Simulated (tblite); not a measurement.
# C2H9GeNSSi: the cost of one run

The runs use tblite 0.8.0 and PySCF 2.14.0, with density-fitted response routines of our own; the level of theory stands in each step. All values are computed, except where a source is named. Atoms are numbered from 0 throughout.

## 1. The starting structure

15 atoms, charge 0, multiplicity 1; geometry from: force field or distance geometry start.

Bonds of the start (Å): C0–C1 1.51, C1–S2 1.43, C1–Ge3 1.92, Ge3–N4 1.86, N4–Si5 1.79, C0–H6 1.12, C0–H7 1.11, C0–H8 1.11, Ge3–H9 1.56, Ge3–H10 1.56, N4–H11 1.05, Si5–H12 1.47, Si5–H13 1.48, Si5–H14 1.48.

## 2. Geometry optimisation with GFN2-xTB

The job: settings as JSON, then the geometry in Å.

```
{"job": {"kind": "relax", "xc": "GFN2-xTB", "basis": "xTB"}, "charge": 0, "multiplicity": 1}
C      1.978000     0.961600     0.468600
C      1.363000    -0.029000    -0.483500
S      1.699100     0.001700    -1.869300
Ge     0.138600    -1.360700     0.165200
N     -1.535300    -1.142100    -0.613900
Si    -2.196300     0.423200    -0.050900
H      1.684800     1.998200     0.164200
H      1.610800     0.795000     1.507400
H      3.081600     0.869900     0.469400
H     -0.003300    -1.258500     1.718400
H      0.684400    -2.775800    -0.181300
H     -1.377100    -1.048100    -1.647100
H     -3.514100     0.652400    -0.649100
H     -1.281800     1.516400    -0.437300
H     -2.336700     0.403800     1.417400
```

Command:

```bash
> OMP_NUM_THREADS=1 python probes_run.py task.json out
```

The driver reads the jobs from task.json and runs them one after another.

Q: Estimate the wall time and peak memory of this first job on 1 thread of Intel Xeon at 2.70GHz, shared host.

About 2.1 s, with a peak of 0.18 GiB.
